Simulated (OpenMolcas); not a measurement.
# CH2BFS (SMILES FB1CS1) at 6 levels

We compute a comparison of 6 runs (HF/STO-3G, HF/3-21G, B3LYP/6-31G*, PBE0/def2-SVP, PBE0/def2-TZVP, SOS-MP2/aug-cc-pVDZ) of CH2BFS. 

The results are computed with OpenMolcas 26.06.

1 further run of the same task is left out (set aside as unsound or not needed).

## Step 1: Starting point

The species is CH2BFS (6 atoms), meant as a singlet with charge 0. SMILES: `FB1CS1`. Geometry: relaxed at GFN2-xTB.

Bond lengths: F1–B2 1.308 Å, B2–C3 1.532 Å, B2–S4 1.738 Å, C3–S4 1.878 Å, C3–H5 1.082 Å, C3–H6 1.082 Å. Angles: F1–B2–C3 147.7°, F1–B2–S4 142.5°, C3–B2–S4 69.8°, B2–C3–S4 60.3°, B2–S4–C3 50.0°, B2–C3–H5 122.7°, B2–C3–H6 122.7°, S4–C3–H5 112.7°, S4–C3–H6 112.7°, H5–C3–H6 112.3°.

## Step 2: Energy and forces at HF/STO-3G (run 1)

Contents of mol.inp:

```
* CH2BFS Hartree-Fock
&GATEWAY
BasLib=$CurrDir
Coord
6
bohr
F     -0.58810167    -3.96080927     0.56011482
B     -0.61548380    -1.55101161     0.01269896
C      0.72533358     1.01056884     0.16739194
S     -2.41314247     0.76218324    -1.47147304
H      2.23836170     1.54347161    -1.10127569
H      0.65303266     2.19559720     1.83252411
Basis=STO-3G
Group=NoSym
&SEWARD
&SCF
Thresholds=1e-10 1e-07 1e-07 1e-05
PrOrbitals=1 2
&ALASKA
```

The basis set STO-3G is read from a file made from the Basis Set Exchange's data (not shown).

Started as:

```console
$ export MOLCAS_MEM=1860
$ pymolcas mol.inp > mol.log
```

The log of the run:

```text
--- Start Module: gateway ---
[...]
--- Stop Module: gateway /rc=_RC_ALL_IS_WELL_ ---
[...]
      Basis functions           26
[...]
--- Start Module: scf ---
[...]
       Convergence after  12 Iterations
[...]
::    Total SCF energy                               -554.1958087214
[...]
      Total spin, S                                     0.0000000000
[...]
      Total electronic charge=   38.000000
      Total            charge=   -0.000000
[...]
      Dipole Moment (debye):
      Origin of the operator (angstrom)=   -0.5813   -0.3625   -0.2334
                   X=  4.2430E-01               Y= -6.2195E-02               Z=  2.4431E-01           Total=  4.9354E-01
      Quadrupole Moment (debye*angstrom):
[...]
--- Stop Module: scf /rc=_RC_ALL_IS_WELL_ ---
--- Start Module: alaska ---
[...]
 *              Molecular gradients               *
 **************************************************
  Irreducible representation: a
 ------------------------------------------------------------------------------------------
                              X                       Y                       Z
 ------------------------------------------------------------------------------------------
  F1               -3.11539200835420E-03   -1.93799793208687E-02    2.56166663549440E-03
  B2                1.09923249907142E-02    8.49953425639383E-03    4.14052091494477E-03
  C3                2.98870985411046E-02   -7.18731136579898E-03    1.77253680850704E-02
  S4               -2.90018144961675E-02    1.03928321467652E-02   -1.79452425089917E-02
  H5               -4.45704109876877E-03    3.89273479692331E-03   -3.01588050300516E-03
  H6               -4.30517592849666E-03    3.78218948658837E-03   -3.46643262349300E-03
 ------------------------------------------------------------------------------------------
[...]
```

It took 2 s on 1 thread of Intel Xeon at 2.80GHz (Skylake/Cascade Lake), shared host; peak memory 0.37 GiB.

## Step 3: Energy and gradient at HF/3-21G (run 2)

Contents of calc.input:

```
&gateway
  baslib=$CurrDir
  coord
  6
  angstrom
  F       -0.311210      -2.095970       0.296400
  B       -0.325700      -0.820760       0.006720
  C        0.383830       0.534770       0.088580
  S       -1.276980       0.403330      -0.778670
  H        1.184490       0.816770      -0.582770
  H        0.345570       1.161860       0.969730
  basis=3-21G
  group=NoSym

&seward

&scf
  thresholds=1e-10 1e-07 1e-07 1e-05
  prorbitals=1 2

&alaska
```

The basis set 3-21G is read from a file made from the Basis Set Exchange's data (not shown).

Started as:

```console
$ export MOLCAS_MEM=1860
$ pymolcas calc.input > calc.log
```

The log of the run:

```text
--- Start Module: gateway ---
[...]
--- Stop Module: gateway /rc=_RC_ALL_IS_WELL_ ---
[...]
      Basis functions           44
[...]
--- Start Module: scf ---
[...]
       Convergence after  13 Iterations
[...]
::    Total SCF energy                               -557.8694449818
[...]
      Total spin, S                                     0.0000000000
[...]
      Total electronic charge=   38.000000
      Total            charge=   -0.000000
[...]
      Dipole Moment (debye):
      Origin of the operator (angstrom)=   -0.5813   -0.3625   -0.2334
                   X=  1.6097E+00               Y=  3.3035E-01               Z=  7.9772E-01           Total=  1.8267E+00
      Quadrupole Moment (debye*angstrom):
[...]
--- Stop Module: scf /rc=_RC_ALL_IS_WELL_ ---
--- Start Module: alaska ---
[...]
 *              Molecular gradients               *
 **************************************************
  Irreducible representation: a
 ------------------------------------------------------------------------------------------
                              X                       Y                       Z
 ------------------------------------------------------------------------------------------
  F1               -3.78406512269813E-03    2.15323929092293E-02   -6.84070984896845E-03
  B2               -1.35404597330457E-02   -1.21383429337234E-02   -4.56018679024706E-03
  C3               -3.09054187308044E-02   -7.55880973146095E-03   -1.50204891207442E-02
  S4                4.64875524248107E-02   -1.47042348283986E-02    2.83708181266675E-02
  H5                2.65948080337397E-03    5.72010941857171E-03   -4.21261792389638E-03
  H6               -9.17089641625457E-04    7.14888516573664E-03    2.26318555720262E-03
 ------------------------------------------------------------------------------------------
[...]
```

It took 2.3 s on 1 thread of Intel Xeon at 2.80GHz (Skylake/Cascade Lake), shared host; peak memory 0.38 GiB.

Runs 3 to 5 aren't shown in full; the table further down has their settings and results.

## Step 4: A single-point energy at SOS-MP2/aug-cc-pVDZ (RICD fitting) (run 6)

Contents of geom.xyz:

```xyz
6

F     -0.311210    -2.095970     0.296400
B     -0.325700    -0.820760     0.006720
C      0.383830     0.534770     0.088580
S     -1.276980     0.403330    -0.778670
H      1.184490     0.816770    -0.582770
H      0.345570     1.161860     0.969730
```

Contents of test.input:

```
* CH2BFS SOS-MP2

&GATEWAY
 Coord=geom.xyz
 Basis=aug-cc-pVDZ
 Group=NoSym
 RICD

&SEWARD

&SCF
 PrOrbitals=1

&MBPT2
 SOSMP2
 Frozen=8
```

Started as:

```console
$ export MOLCAS_MEM=1860
$ pymolcas test.input > test.log
```

The log of the run:

```text
--- Start Module: gateway ---
[...]
--- Stop Module: gateway /rc=_RC_ALL_IS_WELL_ ---
[...]
      Basis functions          114
[...]
--- Start Module: scf ---
[...]
       Convergence after  12 Iterations
[...]
::    Total SCF energy                               -560.7498514920
[...]
      Total spin, S                                     0.0000000000
[...]
      Total electronic charge=   38.000000
      Total            charge=   -0.000000
[...]
      Dipole Moment (debye):
      Origin of the operator (angstrom)=   -0.5813   -0.3625   -0.2334
                   X=  1.2889E+00               Y=  8.0202E-01               Z=  5.1951E-01           Total=  1.6045E+00
      Quadrupole Moment (debye*angstrom):
[...]
--- Stop Module: scf /rc=_RC_ALL_IS_WELL_ ---
[...]
--- Start Module: mbpt2 ---
[...]
WARNING!
Default frozen orbitals as non valence orbitals is overwritten by user input.
Default values:   8
[...]
::    Total MBPT2 energy                             -561.2784245129
[...]
--- Stop Module: mbpt2 /rc=_RC_ALL_IS_WELL_ ---
[...]
```

Run time: 4.5 s. Hardware: 1 thread of Intel Xeon at 2.80GHz (Skylake/Cascade Lake), shared host; peak memory 0.25 GiB.

## Step 5: All runs side by side

| run | level | integration grid | integral approximation | energy (Eh) | dipole moment (D) of the reference | HOMO energy (eV) | LUMO energy (eV) | wall time |
| --- | --- | --- | --- | --- | --- | --- | --- | --- |
| 1 | HF/STO-3G | – | none | -554.195809 | 0.49 | -7.34 | 7.84 | 2 s |
| 2 | HF/3-21G | – | none | -557.869445 | 1.83 | -10.52 | 3.38 | 2.3 s |
| 3 | B3LYP/6-31G* (spherical functions) | UltraFine | none | -562.233972 | 1.32 | -7.25 | -0.36 | 17 s |
| 4 | PBE0/def2-SVP | UltraFine | none | -561.679994 | 1.24 | -7.61 | -0.29 | 17 s |
| 5 | PBE0/def2-TZVP | UltraFine | none | -562.008308 | 1.32 | -7.69 | -0.51 | 75 s |
| 6 | SOS-MP2/aug-cc-pVDZ (RICD fitting) | – | RICD | -561.278425 | 1.60 | -10.39 | 0.90 | 4.5 s |

## Step 6: Results

| quantity | value |
| --- | --- |
| run 6: total energy | -561.27842 Eh |
| run 6: dipole moment (mean-field density) | 1.60 D |
| run 6: HOMO energy (Hartree–Fock orbitals) | -10.39 eV |
| run 6: LUMO energy (Hartree–Fock orbitals) | 0.90 eV |
| run 6: HOMO–LUMO gap (Hartree–Fock orbitals) | 11.29 eV |
| run 6: correlation energy (8 core orbitals frozen) | -528.6 mEh |

**Reading.** Over runs 1, 2, 3, 4, 5 the dipole moment (its size) runs from 0.49 D (HF/STO-3G) to 1.83 D (HF/3-21G). Over runs 1, 2, 3, 4, 5 the HOMO–LUMO gap runs from 6.89 eV (B3LYP/6-31G*) to 15.18 eV (HF/STO-3G). The two ends differ in method and basis. Totals of different functionals can't be ranked against each other. In run 1 the basis is minimal, so the values are rough. All runs together took 2 min, the longest 75 s.
